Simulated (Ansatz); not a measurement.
# C₂H₉ClSi₂: up Jacob's ladder to CCSD(T)

An exercise on one series of results from a longer session: the logs are not shown, and one member is left open.

Method: functionals in def2-TZVPP, the program's frozen cores in correlated methods; program: Ansatz 0.2.0, Gaussian basis.

Plan: PBE-D4, r2SCAN-D4, PBE0-D4, B3LYP-D4, ωB97X-V, ωB97M-V, B2PLYP; CCSD(T)/def2-TZVPP; MP2/def2-QZVPP; extrapolation to the limit.

### The geometry

All runs share one geometry, relaxed beforehand with PBE0-D4 in a triple-zeta def2 set.

SMILES `C[SiH](C)[SiH2]Cl`, 14 atoms, charge 0, spin multiplicity 1.

Atoms are counted from 1 here; the program's logs count them from 0.

Bond lengths: C1–Si2 1.874 Å, C1–H6 1.093 Å, C1–H7 1.092 Å, C1–H8 1.093 Å, Si2–C3 1.874 Å, Si2–Si4 2.342 Å, Si2–H9 1.494 Å, C3–H10 1.093 Å, C3–H11 1.092 Å, C3–H12 1.093 Å, Si4–Cl5 2.076 Å, Si4–H13 1.487 Å, Si4–H14 1.487 Å. Angles: Si2–C1–H6 110.6°, Si2–C1–H7 111.3°, Si2–C1–H8 110.5°, H6–C1–H7 108.1°, H6–C1–H8 108.2°, H7–C1–H8 108.1°, C1–Si2–C3 111.5°, C1–Si2–Si4 108.9°, C1–Si2–H9 109.9°, C3–Si2–Si4 108.9°, C3–Si2–H9 109.9°, Si4–Si2–H9 107.6°, Si2–C3–H10 110.5°, Si2–C3–H11 111.3°, Si2–C3–H12 110.6°, H10–C3–H11 108.1°, H10–C3–H12 108.2°, H11–C3–H12 108.1° and more.

Set-up of the first run:

Input file in.yaml:

```yaml
crystal:
  periodic: [false, false, false]
  atoms:
    - {symbol: C, position_ang: [-1.734504, 0.473111, 0.482364]}
    - {symbol: Si, position_ang: [-0.215227, -0.576241, 0.163163]}
    - {symbol: C, position_ang: [1.095589, -0.306374, 1.474752]}
    - {symbol: Si, position_ang: [0.674127, -0.008749, -1.927849]}
    - {symbol: Cl, position_ang: [1.188395, 2.001580, -1.851725]}
    - {symbol: H, position_ang: [-2.150959, 0.257127, 1.469627]}
    - {symbol: H, position_ang: [-2.510647, 0.283670, -0.262178]}
    - {symbol: H, position_ang: [-1.480442, 1.535162, 0.444633]}
    - {symbol: H, position_ang: [-0.595785, -2.019926, 0.115034]}
    - {symbol: H, position_ang: [1.435949, 0.731908, 1.467512]}
    - {symbol: H, position_ang: [1.962751, -0.948469, 1.306300]}
    - {symbol: H, position_ang: [0.697158, -0.527448, 2.468308]}
    - {symbol: H, position_ang: [1.911340, -0.758496, -2.272383]}
    - {symbol: H, position_ang: [-0.290643, -0.165955, -3.048559]}
basis:
  gaussian: {orbitals: def2-TZVPP}
hamiltonian: {xc: pbe, dispersion: d4}
output: {forces: true, orbitals: {seedname: orbitals}}
```

Run with:

```bash
$ ansatz run in.yaml --threads 2 --pin off --events-out ev --progress --plain --max-ram 22528MiB --backend cuda --devices 0, --max-vram 18GiB
```

Among the steps run: PBE-D4 (GGA); r2SCAN-D4 (meta-GGA); PBE0-D4 (hybrid); B3LYP-D4 (hybrid); ωB97X-V (range-separated); ωB97M-V (range-separated); B2PLYP (double hybrid); CCSD(T) in def2-TZVPP; MP2 in def2-QZVPP.

One of the session's tables, all rows but one given; the rest of the session is left out.

It belongs to the step «Atomisation energies». 

```
            method  atomisation energy (eV)
            PBE-D4                   50.442
         r2SCAN-D4                   50.389
           PBE0-D4                   50.210
          B3LYP-D4                   50.183
           ωB97X-V                        ?
           ωB97M-V                   50.380
            B2PLYP                   49.568
     HF/def2-TZVPP                   38.554
    MP2/def2-TZVPP                   49.258
   CCSD/def2-TZVPP                   48.569
CCSD(T)/def2-TZVPP                   49.093
           MP2/CBS                   50.465
       CCSD(T)/CBS                   50.300
```

Q: Estimate the row for ωB97X-V from the others.

**Answer.** atomisation energy (eV): 50.528. In the column «atomisation energy (eV)» it is the highest.
